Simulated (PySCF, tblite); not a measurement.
# H₉NPSi₂+: dynamics, then NMR shifts on frames, part 1 of 2

Aim: move H₉NPSi₂+ (`[SiH3]N[SiH2][PH3+]`) away from its starting geometry and see how NMR shifts follow the geometry.

Programs: tblite 0.8.0 and PySCF 2.14.0, with density-fitted response routines of our own. Each step states its level of theory. These are calculated values for one molecule in the gas phase, unless marked as measured. Atoms count from 0, in the outputs and in this text.

## Step 1: Starting geometry

13 atoms, charge 1, multiplicity 1; geometry from: GFN2-xTB.

Bonds of the start (Å): Si0–N1 1.79, N1–Si2 1.70, Si2–P3 2.38, Si0–H4 1.46, Si0–H5 1.47, Si0–H6 1.46, N1–H7 1.01, Si2–H8 1.46, Si2–H9 1.46, P3–H10 1.38, P3–H11 1.38, P3–H12 1.38.

## Step 2: A short Langevin run with GFN2-xTB

The job: settings as JSON, then the geometry in Å.

```
{"job": {"kind": "md", "xc": "GFN2-xTB", "basis": "xTB", "temperature": 600, "steps": 2000, "every": 50, "frames": 5}, "charge": 1, "multiplicity": 1}
Si     2.033815    -0.382839     0.405781
N      0.942435     0.632840    -0.580428
Si    -0.658676     0.403131    -1.098436
P     -1.776058    -0.168554     0.928705
H      2.724461    -1.317217    -0.473542
H      1.051902    -1.051183     1.280230
H      2.889075     0.568545     1.099294
H      1.437771     1.375704    -1.052623
H     -0.996237    -0.787121    -1.876236
H     -1.327951     1.656183    -1.418615
H     -1.850903    -1.484054     1.331397
H     -3.116209     0.151323     0.998768
H     -1.357812     0.403728     2.108957
```

Method: GFN2-xTB Langevin dynamics, gas phase.

Command:

```sh
$ OMP_NUM_THREADS=1 python probes_run.py task.json out
```

This one command runs all jobs of the session in turn.

Log:

```text
t/fs     T/K      E/eV
    0.0   500.1   -356.91615
   25.0   397.4   -356.30787
   50.0   365.5   -356.36206
   75.0   493.3   -356.26600
  100.0   305.6   -356.21936
  125.0   556.5   -356.30190
  150.0   539.8   -356.32316
  175.0   629.6   -356.24727
  200.0   592.9   -356.06804
  225.0   539.1   -355.88187
  250.0   570.1   -355.89954
  275.0   573.5   -356.10474
  300.0   490.9   -355.93278
  325.0   616.6   -356.14672
  350.0   611.9   -356.13020
  375.0   643.3   -356.14066
  400.0   469.2   -356.16360
  425.0   651.3   -356.30418
  450.0   477.6   -356.13600
  475.0   474.8   -355.99136
  500.0   507.1   -355.89272
  525.0   388.0   -356.20804
  550.0   507.4   -356.21325
  575.0   583.5   -356.18191
  600.0   385.7   -355.90948
  625.0   441.9   -356.16403
  650.0   577.8   -355.97591
  675.0   566.3   -355.86624
  700.0   596.4   -355.98144
  725.0   741.7   -355.70146
  750.0   729.6   -355.76354
  775.0   826.2   -355.77352
  800.0  1001.7   -355.80022
  825.0   695.0   -355.50559
  850.0   801.6   -355.59274
  875.0   606.4   -355.68181
  900.0   708.5   -355.97030
  925.0   697.4   -355.93871
  950.0   734.5   -356.14527
  975.0   689.4   -355.94347
 1000.0   831.2   -355.91225
```

Wall time 14 s (1 thread of AMD EPYC 7B13, shared host); peak memory 0.18 GiB.

Distance from the start (root mean square after alignment): 0 fs 0.00 Å, 200 fs 1.28 Å, 400 fs 1.69 Å, 600 fs 1.76 Å, 800 fs 1.96 Å, 1000 fs 1.44 Å.

Positions (Å) and forces (eV/Å) at 1000 fs:

```xyz
13

Si    1.625   -2.012    1.000   -0.878   -0.708   -1.857
N    -0.053   -1.248    0.600    0.469    1.050    1.323
Si   -0.719    0.266    1.141   -0.095   -1.927   -2.308
P    -3.101    0.265    2.194    0.139    0.177    1.022
H     2.464   -1.591   -0.311   -0.803   -0.488    1.547
H     1.172   -3.551    0.977    0.668    1.610    0.148
H     1.929   -1.340    2.257    0.154   -0.147   -0.051
H    -0.599   -1.865    0.019   -0.087    0.204   -0.104
H    -1.253    0.891   -0.083    0.172    0.203    0.396
H    -0.350    0.743    2.419    0.592    0.417    0.620
H    -3.946   -0.785    2.478   -0.545    0.121   -0.349
H    -3.803    1.365    2.778    0.160   -0.744   -0.425
H    -2.457   -0.048    3.389    0.053    0.233    0.038
```

## Step 3: Nuclear shieldings: 250 fs, PBE0/pcSseg-1

The job: settings as JSON, then the geometry in Å.

```
{"job": {"kind": "nmr", "xc": "PBE0", "basis": "pcSseg-1", "pop": false}, "charge": 1, "multiplicity": 1}
Si     1.436300    -0.628500     0.671100
N      0.325300     0.488800    -0.267300
Si    -1.167600     0.082000    -0.776100
P     -2.400000     0.049300     1.218700
H      2.598400     0.290900     0.604100
H      1.503400    -1.656000    -0.368400
H      1.400000    -1.200500     2.012000
H      0.654600     1.491700    -0.316300
H     -1.469800    -1.252200    -1.027700
H     -1.891500     1.386000    -1.009100
H     -3.580200     0.806400     1.006100
H     -2.132500     0.971800     2.230700
H     -2.997900    -0.948200     1.942100
```

Method: GIAO PBE0/pcSseg-1 NMR shielding, non-relativistic, gas phase.

Log:

```text
coarse grid: 11520 points
cycle   1  E = -979.6651615832  dE =  3.584e-01  |g| = 4.416e-01  |ddm| = 3.142e+00
cycle   2  E = -979.6125971229  dE =  5.256e-02  |g| = 6.579e-01  |ddm| = 9.749e-01
cycle   3  E = -979.7090512036  dE = -9.645e-02  |g| = 7.917e-02  |ddm| = 6.546e-01
cycle   4  E = -979.7105726874  dE = -1.521e-03  |g| = 1.617e-02  |ddm| = 1.064e-01
cycle   5  E = -979.7106350542  dE = -6.237e-05  |g| = 3.855e-03  |ddm| = 2.333e-02
cycle   6  E = -979.7106394006  dE = -4.346e-06  |g| = 7.270e-04  |ddm| = 5.725e-03
final grid: 95120 points
cycle   7  E = -979.7299841544  dE = -1.413e-05  |g| = 4.764e-03  |ddm| = 1.925e-02
cycle   8  E = -979.7299771610  dE =  6.993e-06  |g| = 7.405e-03  |ddm| = 1.058e-02
cycle   9  E = -979.7299890533  dE = -1.189e-05  |g| = 5.854e-04  |ddm| = 6.402e-03
cycle  10  E = -979.7299891223  dE = -6.906e-08  |g| = 9.555e-05  |ddm| = 7.258e-04
cycle  11  E = -979.7299891244  dE = -2.026e-09  |g| = 2.311e-05  |ddm| = 1.192e-04
cycle  12  E = -979.7299891245  dE = -1.337e-10  |g| = 5.243e-06  |ddm| = 3.901e-05
converged SCF energy = -979.7299891245

GIAO shielding tensors (ppm)
atom      isotropic    diamagn.    paramagn.     s11        s22        s33       span
  0 Si     385.703     878.617    -492.914    312.814    351.118    493.176    180.362
  1 N      225.101     327.130    -102.029    191.362    235.536    248.404     57.042
  2 Si     395.109     879.531    -484.423    316.999    351.148    517.179    200.180
  3 P      550.623     968.026    -417.402    496.567    548.877    606.426    109.860
  4 H       26.406      28.088      -1.682     22.099     25.155     31.964      9.865
  5 H       26.620      28.593      -1.973     22.408     25.492     31.961      9.552
  6 H       26.307      28.331      -2.024     23.170     24.873     30.877      7.707
  7 H       27.649      30.577      -2.929     20.262     25.565     37.118     16.856
  8 H       26.251      28.685      -2.435     22.181     25.371     31.201      9.020
  9 H       24.544      27.571      -3.027     20.046     24.321     29.266      9.220
 10 H       26.929      26.331       0.598     22.716     23.665     34.406     11.690
 11 H       27.389      28.556      -1.167     23.235     24.259     34.673     11.437
 12 H       27.961      27.310       0.651     23.216     23.449     37.217     14.001
```

Wall time 13 s (1 thread of AMD EPYC 7B13, shared host); peak memory 0.65 GiB.

The references, computed at this level on geometries of the same kind, shield at (ppm): 1H TMS 31.72, 29Si TMS 349.2, 15N NH3 267.7, 31P H3PO4 318.4. Their shielding less the atom's gives the shift. The references are single molecules in the gas phase, so shifts against H2O, NH3, PH3, H3PO4 or CFCl3 are not on the usual liquid scales and can be off by tens of ppm. Each atom is listed at this fixed geometry, with no averaging over motion; a spectrum would average atoms that exchange fast.

```tsv
atoms	environment	σ (ppm)	δ (ppm)
H9	hydrogen on a silicon bonded to N, P	24.54	7.17
H8	hydrogen on a silicon bonded to N, P	26.25	5.47
H6	hydrogen on a silicon bonded to N	26.31	5.41
H4	hydrogen on a silicon bonded to N	26.41	5.31
H5	hydrogen on a silicon bonded to N	26.62	5.10
H10	hydrogen on a phosphorus bonded to Si	26.93	4.79
H11	hydrogen on a phosphorus bonded to Si	27.39	4.33
H7	hydrogen on a nitrogen bonded to 2 Si	27.65	4.07
H12	hydrogen on a phosphorus bonded to Si	27.96	3.76
Si0	silicon bonded to N, 3 H	385.7	-36.5
Si2	silicon bonded to N, P, 2 H	395.1	-46.0
N1	nitrogen bonded to 2 Si, H	225.1	42.6
P3	phosphorus bonded to Si, 3 H	550.6	-232.2
```

Orbitals, density, ELF and potential are computed afterwards from the orbital file.

Frontier orbitals at PBE0/pcSseg-1, with the share of their density that lies nearest to each atom:

```tsv
orbital	energy (eV)	lies on
HOMO	-12.36	N1 50 %; H5, H6 about 11 % each; P3 6 %
LUMO	-5.92	P3 19 %; Si2 18 %; H10, H11 about 9 % each
```

ELF in a plane through or near 4 of the atoms.

Ten even steps from '0' (0.00) to '9' (1.00):
```
0000000000000000000000000000
0000000000000000000000000000
0000000011100000000000000000
0000000389850000000000000000
0000003899993000000000000000
0000003899995000112221000000
0000002599993002345431000000
0000123334761004643432000000
0002799526033006615178961000
0003899813176315812499994000
0002799932887743875899995000
0000476424834862343599992000
0000000015766723872002310000
0000000014665438999200000000
0000000002332149999700000000
0000000000000039999700000000
0000000000000027998200000000
0000000000000001220000000000
0000000000000000000000000000
0000000000000000000000000000
```
The map spans 11.5 Å across and 9.2 Å up, centred on the molecule. Atoms in the plane (x, y in Å): N1 (-0.9, -0.8), H6 (-1.9, 2.0), H9 (1.3, -2.0), H10 (3.1, 0.0).

On the surface of density 0.002 e/bohr³ the electrostatic potential runs, from the 1st to the 99th percentile, from 3.00 to 6.40 V.

## Step 4: NMR shieldings: 425 fs, PBE0/pcSseg-1

The job: settings as JSON, then the geometry in Å.

```
{"job": {"kind": "nmr", "xc": "PBE0", "basis": "pcSseg-1", "pop": false}, "charge": 1, "multiplicity": 1}
Si     1.055900    -0.990800     1.155000
N      0.187000     0.095400    -0.030500
Si    -1.396300     0.215900    -0.463700
P     -2.689200    -0.019900     1.971100
H      1.101700    -0.171200     2.389900
H      2.346700    -1.121600     0.535500
H      0.121300    -2.137200     1.574400
H      0.804700     0.851300    -0.314500
H     -2.283600    -0.865100    -0.727700
H     -1.932500     1.380700    -1.156000
H     -3.564800     1.020400     2.538500
H     -2.200800    -0.503700     3.187600
H     -3.766100    -1.015800     1.882400
```

Level: GIAO PBE0/pcSseg-1 NMR shielding, non-relativistic, gas phase.

Log:

```text
coarse grid: 11520 points
cycle   1  E = -979.6923570910  dE =  1.127e-01  |g| = 4.123e-01  |ddm| = 3.073e+00
cycle   2  E = -979.6484201047  dE =  4.394e-02  |g| = 6.068e-01  |ddm| = 7.622e-01
cycle   3  E = -979.7293061796  dE = -8.089e-02  |g| = 8.436e-02  |ddm| = 4.965e-01
cycle   4  E = -979.7310965198  dE = -1.790e-03  |g| = 1.366e-02  |ddm| = 9.852e-02
cycle   5  E = -979.7311371743  dE = -4.065e-05  |g| = 3.255e-03  |ddm| = 1.861e-02
cycle   6  E = -979.7311402964  dE = -3.122e-06  |g| = 8.152e-04  |ddm| = 4.867e-03
final grid: 95120 points
cycle   7  E = -979.7508752046  dE = -1.179e-05  |g| = 5.010e-03  |ddm| = 1.537e-02
cycle   8  E = -979.7508671903  dE =  8.014e-06  |g| = 7.862e-03  |ddm| = 1.028e-02
cycle   9  E = -979.7508809696  dE = -1.378e-05  |g| = 6.629e-04  |ddm| = 5.992e-03
cycle  10  E = -979.7508810699  dE = -1.003e-07  |g| = 1.134e-04  |ddm| = 8.025e-04
cycle  11  E = -979.7508810728  dE = -2.882e-09  |g| = 2.219e-05  |ddm| = 1.313e-04
cycle  12  E = -979.7508810729  dE = -1.116e-10  |g| = 5.010e-06  |ddm| = 3.201e-05
converged SCF energy = -979.7508810729

GIAO shielding tensors (ppm)
atom      isotropic    diamagn.    paramagn.     s11        s22        s33       span
  0 Si     385.581     878.369    -492.788    343.915    362.879    449.948    106.032
  1 N      218.374     326.641    -108.267    167.981    224.657    262.485     94.503
  2 Si     310.468     879.010    -568.542    229.427    324.403    377.573    148.146
  3 P      525.262     966.217    -440.955    505.753    529.096    540.936     35.182
  4 H       26.466      28.958      -2.492     23.402     25.036     30.959      7.557
  5 H       26.481      27.992      -1.511     22.593     24.548     32.302      9.709
  6 H       25.586      28.081      -2.495     22.736     25.069     28.954      6.218
  7 H       28.815      32.292      -3.477     21.293     26.766     38.385     17.092
  8 H       25.659      29.359      -3.701     21.376     25.919     29.680      8.303
  9 H       25.546      27.567      -2.021     22.419     23.199     31.020      8.601
 10 H       26.089      24.106       1.982     22.047     22.225     33.994     11.947
 11 H       27.270      27.288      -0.017     22.729     24.442     34.640     11.910
 12 H       26.592      25.241       1.351     22.635     23.121     34.021     11.386
```

It took 8.5 s on 1 thread of AMD EPYC 7B13, shared host; peak memory 0.72 GiB.

In short: δ Si2 38.7, Si0 -36.4, N1 49.4, P3 -206.9, H9 6.17, H6 6.13 ppm.

(Continued in part 2 of 2.)
